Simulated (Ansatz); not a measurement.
An input for Ansatz 0.2.0 (ScSi2):

The input run.py:

```python
import json

import ase.io
import numpy as np

import ansatz as az

atoms = ase.io.read("ScSi2.cif")
atoms.info.pop("occupancy", None)

calculation = (
    az.Crystal.from_ase(atoms)
    .calculation()
    .functional(exchange="b88", correlation="pbe")
    .pseudopotentials(kind="nc")
    .occupations(method="gaussian", width=0.15)
    .dielectric(method="finite_field")
    .band_table(publish=True)
)
outcome = calculation.run(threads=2, events_out="events.jsonl")

report = outcome.report
for line in open("events.jsonl"):
    event = json.loads(line)
    if event["event"] == "scf_iter":
        d = event["data"]
        print(f"SCF {d['iter']:3d}  HF = {d['harris_foulkes_ev']:.6f} eV  dr2 = {d['dr2_ev']:.2e} eV")
    elif event["event"] in ("relax_step", "md_step"):
        d = event["data"]
        print(f"{event['event']} {d['step']:3d}  E = {d['lagrangian_ev']:.6f} eV")
np.set_printoptions(precision=5, suppress=True, linewidth=110)
print("converged:", report["converged"], "after", report["n_iterations"], "iterations")
print(f"free energy {report['free_energy_ev']:.6f} eV, Fermi level {report['fermi_energy_ev']:.4f} eV")
for key in ("band_edges_ev", "magnetization_mub", "site_moments_mub", "site_moments_nc_mub", "forces_ev_ang",
                "stress_gpa"):
    if report.get(key) is not None:
        print(key, np.array(report[key]), sep="\n")
```

File ScSi2.cif:

```cif
data_ScSi2
_cell_length_a 3.66000000
_cell_length_b 3.66000000
_cell_length_c 3.87000000
_cell_angle_alpha 90.00000000
_cell_angle_beta 90.00000000
_cell_angle_gamma 120.00000000
_space_group_name_H-M_alt 'P6/mmm'
_space_group_name_Hall '-P 6 2'
_space_group_IT_number 191
loop_
_space_group_symop_operation_xyz
'x,y,z'
'-x,-y,-z'
'x-y,x,z'
'-x+y,-x,-z'
'-y,x-y,z'
'y,-x+y,-z'
'-x,-y,z'
'x,y,-z'
'-x+y,-x,z'
'x-y,x,-z'
'y,-x+y,z'
'-y,x-y,-z'
'-y,-x,-z'
'y,x,z'
'-x,-x+y,-z'
'x,x-y,z'
'-x+y,y,-z'
'x-y,-y,z'
'y,x,-z'
'-y,-x,z'
'x,x-y,-z'
'-x,-x+y,z'
'x-y,-y,-z'
'-x+y,y,z'
loop_
_atom_site_label
_atom_site_type_symbol
_atom_site_symmetry_multiplicity
_atom_site_Wyckoff_symbol
_atom_site_fract_x
_atom_site_fract_y
_atom_site_fract_z
_atom_site_occupancy
Sc1 Sc 1 a 0.0000000000 0.0000000000 0.0000000000 1
Si1 Si 2 d 0.6666666667 0.3333333333 0.5000000000 1
```

Potentials or basis: Ansatz NC.

Launch:

```sh
$ python run.py
```

How does this run end?

The run stopped without a result. It printed:

Output:

```text
Traceback (most recent call last):
  File "run.py", line 20, in <module>
  [frames inside libraries left out]
ansatz.errors.InputError: no k-points: add .kpoints(mesh), or .kpoints with spacing=, density= or length=, or points= for k-points listed one by one  [kpoints.mp_grid]
```
